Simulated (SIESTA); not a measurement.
BiTe:

```
Bi Te
1.0
     0.00000    3.23500    3.23500
     3.23500    0.00000    3.23500
     3.23500    3.23500    0.00000
Bi Te
1 1
Direct
  0.00000 0.00000 0.00000
  0.50000 0.50000 0.50000
```

Program: SIESTA 5.4.2. Alike in all runs: task single point; no spin polarisation; cell as given; k mesh 7 × 7 × 7; smearing fermi-dirac 0.05 eV; grid cutoff 500 Ry; energy shift 0.003 Ry.

Problem. Order these runs on this cell by their pressure, lowest first.
A. level AM05; potentials or basis PseudoDojo 0.4 standard (PBEsol files), DZP (energy shift 0.003 Ry; two zetas on semicore shells)
B. level BLYP; potentials or basis PseudoDojo 0.4 standard (PBE files), DZP (energy shift 0.003 Ry; two zetas on semicore shells)
C. level RPBE; potentials or basis PseudoDojo 0.4 standard (PBE files), DZP (energy shift 0.003 Ry; two zetas on semicore shells)

Solution. A (-0.5 GPa), C (2.9 GPa), B (5.2 GPa).

Caveats: the potentials were made for another functional, which shifts forces and pressure; the basis of atomic orbitals isn't converged, which shifts pressures, moduli and gaps.

Runs at the PBE level aren't shown here.
